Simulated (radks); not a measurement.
# The Coulomb parameter U of the 5d shell of Au

The task here is to estimate one member of a computed series from the others.

The numbers are computed with radks (a radial shooting solver on a logarithmic mesh, Libxc functionals) version 1 (Dirac Kohn-Sham, PBE, spin-unpolarised, spherical densities, point nucleus; open shells are shared between the two j in proportion to 2j + 1), except any that are marked as measured or tabulated.

### The system

```
element       : gold (Z = 79)
charge        : 0
electrons     : 79
configuration : [Xe] 4f14 5d9.5 6s1.5
```

The first run:

Input:

```text
Z 79
configuration [Xe] 4f14 5d9.5 6s1.5
relativity Dirac
functional pbe,pbe
spin unpolarised
j_filling average
nucleus point
c 137.035999084
```

Steps of the session up to this table: Start: [Xe] 4f14 5d9.5 6s1.5.

One of the session's tables, all rows but one given; the rest of the session is left out.

It belongs to the step «Start: [Xe] 4f14 5d9.5 6s1.5». From the orbitals of this run (lengths in bohr):

```
level     <r>  outermost maximum (interpolated)  90 % within  nodes
5s1/2  0.9272                             0.849         1.33      4
4f5/2       ?                                 ?            ?      ?
4f7/2  0.5022                             0.378        0.807      0
5p1/2   1.003                             0.897         1.45      3
5p3/2   1.102                             0.977         1.60      3
5d3/2   1.546                              1.19         2.43      2
5d5/2   1.625                              1.23         2.58      2
6s1/2   2.812                              2.29         4.24      5
```

Estimate the missing values for 4f5/2.

**Answer.** <r>: 0.4952; outermost maximum (interpolated): 0.373; 90 % within: 0.796; nodes: 0. In the column «<r>» it is the lowest.
